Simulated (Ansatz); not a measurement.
**ClHOS2W: how energies converge with the basis set**

One table from this session's results is given with a row withheld; the runs are named, their logs left out.

The runs use Ansatz 0.2.0, Gaussian basis; one geometry, several basis sets.

The runs, in order: PBE0-D4/def2-SVP; ωB97M-V/def2-SVP; PBE0-D4/def2-QZVPP; ωB97M-V/def2-QZVPP; the functionals' def2-TZVPP values are taken from earlier runs.

## The geometry

All runs share one geometry, relaxed beforehand with PBE0-D4 in a triple-zeta def2 set. W takes the def2 core potential; no spin-orbit term is included.

SMILES `[OH][W](=[S])(=[S])[Cl]`, 6 atoms, charge 0, spin multiplicity 1.

Atoms are counted from 1 here; the program's logs count them from 0.

Bond lengths: O1–W2 1.863 Å, O1–H6 0.962 Å, W2–S3 2.118 Å, W2–S4 2.116 Å, W2–Cl5 2.253 Å. Angles: W2–O1–H6 123.3°, O1–W2–S3 108.4°, O1–W2–S4 109.9°, O1–W2–Cl5 111.1°, S3–W2–S4 109.1°, S3–W2–Cl5 109.3°, S4–W2–Cl5 109.1°.

The first run:

File in.yaml:

```yaml
crystal:
  periodic: [false, false, false]
  atoms:
    - {symbol: O, position_ang: [-0.717561, 1.279465, 0.361175]}
    - {symbol: W, position_ang: [0.297451, -0.212129, -0.101513]}
    - {symbol: S, position_ang: [2.197152, -0.038337, 0.818328]}
    - {symbol: S, position_ang: [-0.650750, -1.971250, 0.594987]}
    - {symbol: Cl, position_ang: [0.559714, -0.352007, -2.334555]}
    - {symbol: H, position_ang: [-1.643907, 1.230258, 0.615378]}
basis:
  gaussian: {orbitals: def2-SVP}
hamiltonian: {xc: pbe0, dispersion: d4}
output: {orbitals: {seedname: orbitals}}
```

Launch:

```sh
ansatz run in.yaml --threads 4 --pin off --events-out ev --progress --plain --max-ram 10444MiB
```

Steps of the session up to this table: PBE0-D4 in def2-SVP; ωB97M-V in def2-SVP; PBE0-D4 in def2-QZVPP; ωB97M-V in def2-QZVPP.

One of the session's tables, all rows but one given; the rest of the session is left out.

It belongs to the step «Functionals by basis». 

```
functional       basis  HOMO (eV)  LUMO (eV)
   PBE0-D4    def2-SVP      -7.50      -2.96
   PBE0-D4  def2-TZVPP      -7.46      -2.96
   PBE0-D4  def2-QZVPP          ?          ?
   ωB97M-V    def2-SVP      -9.42      -0.91
   ωB97M-V  def2-TZVPP      -9.42      -0.97
   ωB97M-V  def2-QZVPP      -9.44      -1.02
```

Q: Estimate the row for PBE0-D4, def2-QZVPP from the others.

The run gave: HOMO (eV): -7.48; LUMO (eV): -2.98. In the column «HOMO (eV)» it lies between PBE0-D4, def2-SVP (-7.50) and PBE0-D4, def2-TZVPP (-7.46).
